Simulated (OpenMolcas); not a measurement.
**A workflow on SnH2O2 (SMILES [OH][Sn][OH])**

Wanted: the energy (HF/ANO-RCC-MB), then a single-point energy (CASSCF(2,2)/ANO-RCC-VTZP), then the energy (CASSCF(2,2)/ANO-RCC-VTZP), then a single-point energy (CASPT2[IPEA 0](2,2)/ANO-RCC-VTZP), then the energy (MC-PDFT[ftrevPBE](2,2)/ANO-RCC-VTZP) of SnH2O2. 

Program for the calculation: OpenMolcas 26.06.

1 further run of the same task is left out (it didn't finish).

## (1) Starting point

SnH2O2: 5 atoms, total charge 0, spin state singlet. SMILES: `[OH][Sn][OH]`. Geometry: relaxed at PBE0-D4/def2-TZVP. This is one conformer, not always the lowest.

Bond lengths: O1–Sn2 1.987 Å, Sn2–O3 1.966 Å, O1–H4 0.960 Å, O3–H5 0.964 Å. Angles: O1–Sn2–O3 91.9°, Sn2–O1–H4 116.9°, Sn2–O3–H5 111.9°.

## (2) The energy at HF/ANO-RCC-MB (DKH2) (run 1)

step1.input reads:

```
>>> EXPORT MOLCAS_PRINT=2
&GATEWAY
XBAS
O.ANO-RCC-MB
Sn.ANO-RCC-MB
H.ANO-RCC-MB
End of Basis
ZMAT
O1
Sn2 1 1.987331
O3 2 1.966349 1 91.90239
H4 1 0.960047 2 116.91622 3 179.97582
H5 3 0.963553 2 111.88835 1 0.00126
End of ZMAT
&SEWARD
Relativistic
R02E00
&SCF
PrOrbitals
1 2
&LOCALISATION
Occupied
Freeze
Pipek-Mezey
&LOCALISATION
FileOrb
$Project.LocOrb
Virtual
Pipek-Mezey
```

Command:

```sh
$ export MOLCAS_MEM=1860
$ pymolcas step1.input > step1.log
```

Output:

```text
--- Start Module: gateway ---
[...]
--- Stop Module: gateway /rc=_RC_ALL_IS_WELL_ ---
[...]
      Basis functions           39
[...]
       Convergence after  11 Iterations
[...]
::    Total SCF energy                              -6323.3383008708
[...]
      Total spin, S                                     0.0000000000
[...]
      Total electronic charge=   68.000000
      Total            charge=   -0.000000
[...]
      Dipole Moment (debye):
      Origin of the operator (angstrom)=    0.2140   -0.0000    1.7664
                   X= -2.4818E+00               Y= -4.6718E-04               Z= -5.8147E-02           Total=  2.4825E+00
      Quadrupole Moment (debye*angstrom):
[...]
--- Start Module: localisation ---
[...]
--- Stop Module: localisation /rc=_RC_ALL_IS_WELL_ ---
--- Start Module: localisation ---
[...]
--- Stop Module: localisation /rc=_RC_ALL_IS_WELL_ ---
[...]
```

It took 5.4 s on 1 thread of Intel Xeon Platinum 8375C at 2.90GHz (Ice Lake), shared host; peak memory 0.41 GiB.

## (3) The energy at CASSCF(2,2)/ANO-RCC-VTZP (DKH2, RICD fitting) (run 2)

step2.input reads:

```
* H2O2Sn CASSCF
>>> EXPORT MOLCAS_PRINT=2
&GATEWAY
XBAS
O.ANO-RCC-MB
Sn.ANO-RCC-MB
H.ANO-RCC-MB
End of Basis
ZMAT
O1
Sn2 1 1.987331
O3 2 1.966349 1 91.90239
H4 1 0.960047 2 116.91622 3 179.97582
H5 3 0.963553 2 111.88835 1 0.00126
End of ZMAT
&SEWARD
Relativistic=R02E00
&RASSCF
FileOrb=$CurrDir/step1.LocOrb
Alter=2
1 28 34
1 35 36
Spin=1
Nactel=2 0 0
Inactive=33
Ras2=2
OrbListing=Nothing
>>> COPY $Project.RunFile RUNFIL1
>>> COPY $Project.RasOrb INPORB
&GATEWAY
XBAS
O.ANO-RCC-VTZP
Sn.ANO-RCC-VTZP
H.ANO-RCC-VTZP
End of Basis
ZMAT
O1
Sn2 1 1.987331
O3 2 1.966349 1 91.90239
H4 1 0.960047 2 116.91622 3 179.97582
H5 3 0.963553 2 111.88835 1 0.00126
End of ZMAT
RICD
&SEWARD
Relativistic=R02E00
>>> COPY $Project.RunFile RUNFIL2
&EXPBAS
&RASSCF
FileOrb=$Project.ExpOrb
Spin=1
Nactel=2 0 0
Inactive=33
Ras2=2
OrbListing=Nothing
```

Command:

```sh
$ export MOLCAS_MEM=1860
$ pymolcas step2.input > step2.log
```

Output:

```text
--- Start Module: gateway ---
[...]
      Basis functions           39
[...]
      Number of active orbitals                  2
[...]
      Spin quantum number                      0.0
[...]
      Active orbitals                            2
[...]
      Number of CSFs                             3
[...]
      Number of root(s) required                 1
[...]
      Convergence after 15 iterations
[...]
      printout of CI-coefficients larger than  0.05 for root  1
      energy=   -6323.350982
      conf/sym  11     Coeff  Weight
             1  20   0.99240 0.98486
             3  02  -0.12306 0.01514
      Natural orbitals and occupation numbers for root  1
      sym 1:   1.969711   0.030289
      ************************************************************************************************************************
      *                                                    Final results                                                     *
[...]
::    RASSCF root number  1 Total energy:  -6323.35098153
[...]
      Basis functions          156
[...]
      Convergence after 24 iterations
[...]
      Natural orbitals and occupation numbers for root  1
      sym 1:   1.980958   0.019042
      ************************************************************************************************************************
      *                                                    Final results                                                     *
[...]
::    RASSCF root number  1 Total energy:  -6323.60135368
[...]
      Total electronic charge=   68.000000
      Total            charge=   -0.000000
[...]
      Dipole Moment (debye):
      Origin of the operator (angstrom)=    0.2140   -0.0000    1.7664
                   X= -2.7973E+00               Y= -4.9060E-04               Z= -1.1262E-01           Total=  2.7996E+00
      Quadrupole Moment (debye*angstrom):
[...]
```

It took 63 s on 1 thread of Intel Xeon Platinum 8375C at 2.90GHz (Ice Lake), shared host; peak memory 0.41 GiB.

## (4) A single-point energy at CASSCF(2,2)/ANO-RCC-VTZP (DKH2, RICD fitting, population LoProp) (run 3)

step3.input reads:

```
>>> EXPORT MOLCAS_PRINT=2

&GATEWAY
 XBAS
 O.ANO-RCC-VTZP
 Sn.ANO-RCC-VTZP
 H.ANO-RCC-VTZP
 End of Basis
 ZMAT
 O1
 Sn2 1 1.987331
 O3 2 1.966349 1 91.90239
 H4 1 0.960047 2 116.91622 3 179.97582
 H5 3 0.963553 2 111.88835 1 0.00126
 End of ZMAT
 RICD

&SEWARD
 Relativistic=R02E00

&RASSCF
 FileOrb=$CurrDir/step2.RasOrb
 Spin=1
 Nactel=2 0 0
 Inactive=33
 Ras2=2
 OrbListing=Nothing

&LOPROP
 NoField
```

Command:

```sh
$ export MOLCAS_MEM=1860
$ pymolcas step3.input > step3.log
```

Output:

```text
--- Start Module: gateway ---
[...]
--- Stop Module: gateway /rc=_RC_ALL_IS_WELL_ ---
[...]
      Basis functions          156
[...]
--- Start Module: rasscf ---
[...]
      Number of active orbitals                  2
[...]
      Spin quantum number                      0.0
[...]
      Active orbitals                            2
[...]
      Number of CSFs                             3
[...]
      Number of root(s) required                 1
[...]
      Convergence after  4 iterations
[...]
      printout of CI-coefficients larger than  0.05 for root  1
      energy=   -6323.601354
      conf/sym  11     Coeff  Weight
             1  20   0.99523 0.99048
             3  02  -0.09758 0.00952
      Natural orbitals and occupation numbers for root  1
      sym 1:   1.980958   0.019042
      ************************************************************************************************************************
      *                                                    Final results                                                     *
[...]
::    RASSCF root number  1 Total energy:  -6323.60135368
[...]
      Total electronic charge=   68.000000
      Total            charge=   -0.000000
[...]
      Dipole Moment (debye):
      Origin of the operator (angstrom)=    0.2140   -0.0000    1.7664
                   X= -2.7973E+00               Y= -4.9065E-04               Z= -1.1263E-01           Total=  2.7996E+00
      Quadrupole Moment (debye*angstrom):
[...]
--- Stop Module: rasscf /rc=_RC_ALL_IS_WELL_ ---
[...]
--- Start Module: loprop ---
[...]
--- Stop Module: loprop /rc=_RC_ALL_IS_WELL_ ---
[...]
```

Wall time 35 s (1 thread of Intel Xeon Platinum 8375C at 2.90GHz (Ice Lake), shared host); peak memory 0.37 GiB.

## (5) The energy at CASPT2[IPEA 0](2,2)/ANO-RCC-VTZP (DKH2, RICD fitting, ipea shift 0 Eh, pt2 variant SS) (run 4)

step4.inp reads:

```
&GATEWAY
  XBAS
  O.ANO-RCC-VTZP
  Sn.ANO-RCC-VTZP
  H.ANO-RCC-VTZP
  End of Basis
  ZMAT
  O1
  Sn2 1 1.987331
  O3 2 1.966349 1 91.90239
  H4 1 0.960047 2 116.91622 3 179.97582
  H5 3 0.963553 2 111.88835 1 0.00126
  End of ZMAT
  RICD

&SEWARD
  Relativistic = R02E00

&RASSCF
  FileOrb = $CurrDir/step2.RasOrb
  Spin = 1
  Nactel = 2 0 0
  Inactive = 33
  Ras2 = 2
  OrbListing = Nothing

&CASPT2
  IPEA = 0
  Convergence = 0.0001
```

Command:

```sh
$ export MOLCAS_MEM=1860
$ pymolcas step4.inp > step4.log
```

Output:

```text
--- Start Module: gateway ---
[...]
--- Stop Module: gateway /rc=_RC_ALL_IS_WELL_ ---
[...]
      Basis functions          156
[...]
--- Start Module: rasscf ---
[...]
      Number of active orbitals                  2
[...]
      Spin quantum number                      0.0
[...]
      Active orbitals                            2
[...]
      Number of CSFs                             3
[...]
      Number of root(s) required                 1
[...]
      Convergence after  4 iterations
[...]
      printout of CI-coefficients larger than  0.05 for root  1
      energy=   -6323.601354
      conf/sym  11     Coeff  Weight
             1  20   0.99523 0.99048
             3  02  -0.09758 0.00952
      Natural orbitals and occupation numbers for root  1
      sym 1:   1.980958   0.019042
      ************************************************************************************************************************
      *                                                    Final results                                                     *
[...]
::    RASSCF root number  1 Total energy:  -6323.60135368
[...]
      Total electronic charge=   68.000000
      Total            charge=   -0.000000
[...]
      Dipole Moment (debye):
      Origin of the operator (angstrom)=    0.2140   -0.0000    1.7664
                   X= -2.7973E+00               Y= -4.9065E-04               Z= -1.1263E-01           Total=  2.7996E+00
      Quadrupole Moment (debye*angstrom):
[...]
--- Stop Module: rasscf /rc=_RC_ALL_IS_WELL_ ---
[...]
--- Start Module: caspt2 ---
[...]
      E2 (Variational):          -0.9924434640
      Total energy:           -6324.5937971449
[...]
      Reference weight:           0.81216
[...]
::    CASPT2 Root  1     Total energy:  -6324.59379714
[...]
--- Stop Module: caspt2 /rc=_RC_ALL_IS_WELL_ ---
[...]
```

Wall time 42 s (1 thread of Intel Xeon Platinum 8375C at 2.90GHz (Ice Lake), shared host); peak memory 0.41 GiB.

## (6) The energy at MC-PDFT[ftrevPBE](2,2)/ANO-RCC-VTZP (DKH2, RICD fitting) (run 5)

step5.input reads:

```
&GATEWAY
 XBAS
 O.ANO-RCC-VTZP
 Sn.ANO-RCC-VTZP
 H.ANO-RCC-VTZP
 End of Basis
 ZMAT
 O1
 Sn2 1 1.987331
 O3 2 1.966349 1 91.90239
 H4 1 0.960047 2 116.91622 3 179.97582
 H5 3 0.963553 2 111.88835 1 0.00126
 End of ZMAT
 RICD

&SEWARD
 Relativistic
 R02E00
 GridInput
 Grid=UltraFine
 End of Grid

&RASSCF
 FileOrb
 $CurrDir/step2.RasOrb
 Spin
 1
 Nactel
 2 0 0
 Inactive
 33
 Ras2
 2
 OrbListing
 Nothing

&MCPDFT
 KSDFT
 FT:revPBE
```

Command:

```sh
$ export MOLCAS_MEM=1860
$ pymolcas step5.input > step5.log
```

Output:

```text
--- Start Module: gateway ---
[...]
--- Stop Module: gateway /rc=_RC_ALL_IS_WELL_ ---
[...]
      Basis functions          156
[...]
--- Start Module: rasscf ---
[...]
      Number of active orbitals                  2
[...]
      Spin quantum number                      0.0
[...]
      Active orbitals                            2
[...]
      Number of CSFs                             3
[...]
      Number of root(s) required                 1
[...]
      Convergence after  4 iterations
[...]
      printout of CI-coefficients larger than  0.05 for root  1
      energy=   -6323.601354
      conf/sym  11     Coeff  Weight
             1  20   0.99523 0.99048
             3  02  -0.09758 0.00952
      Natural orbitals and occupation numbers for root  1
      sym 1:   1.980958   0.019042
      ************************************************************************************************************************
      *                                                    Final results                                                     *
[...]
::    RASSCF root number  1 Total energy:  -6323.60135368
[...]
      Total electronic charge=   68.000000
      Total            charge=   -0.000000
[...]
      Dipole Moment (debye):
      Origin of the operator (angstrom)=    0.2140   -0.0000    1.7664
                   X= -2.7973E+00               Y= -4.9065E-04               Z= -1.1263E-01           Total=  2.7996E+00
      Quadrupole Moment (debye*angstrom):
[...]
--- Stop Module: rasscf /rc=_RC_ALL_IS_WELL_ ---
[...]
--- Start Module: mcpdft ---
[...]
::    MCPDFT root number  1 Total energy:  -6327.51011572
--- Stop Module: mcpdft /rc=_RC_ALL_IS_WELL_ ---
[...]
```

It took 43 s on 1 thread of Intel Xeon Platinum 8375C at 2.90GHz (Ice Lake), shared host; peak memory 0.37 GiB.

## (7) Results

| quantity | value |
| --- | --- |
| run 1, HF/ANO-RCC-MB: total energy | -6323.33830 Eh |
| run 1, HF/ANO-RCC-MB: dipole moment | 2.48 D |
| run 1, HF/ANO-RCC-MB: HOMO energy | -9.93 eV |
| run 1, HF/ANO-RCC-MB: LUMO energy | 0.56 eV |
| run 1, HF/ANO-RCC-MB: HOMO–LUMO gap | 10.48 eV |
| run 2, CASSCF(2,2)/ANO-RCC-VTZP: total energy | -6323.60135 Eh |
| run 2, CASSCF(2,2)/ANO-RCC-VTZP: dipole moment (CASSCF density) | 2.80 D |
| run 4, CASPT2[IPEA 0](2,2)/ANO-RCC-VTZP: total energy | -6324.59380 Eh |
| run 4, CASPT2[IPEA 0](2,2)/ANO-RCC-VTZP: dipole moment (CASSCF density) | 2.80 D |
| run 5, MC-PDFT[ftrevPBE](2,2)/ANO-RCC-VTZP: total energy | -6327.51012 Eh |
| run 5, MC-PDFT[ftrevPBE](2,2)/ANO-RCC-VTZP: dipole moment (CASSCF density) | 2.80 D |

In words: Mulliken charges (run 1, HF/ANO-RCC-MB) run from -0.85 on O1 to +1.10 on Sn2; they depend strongly on the basis. Mulliken charges (run 2, CASSCF(2,2)/ANO-RCC-VTZP) run from -0.75 on O3 to +0.98 on Sn2. Mulliken charges (run 3, CASSCF(2,2)/ANO-RCC-VTZP) run from -0.75 on O3 to +0.98 on Sn2.
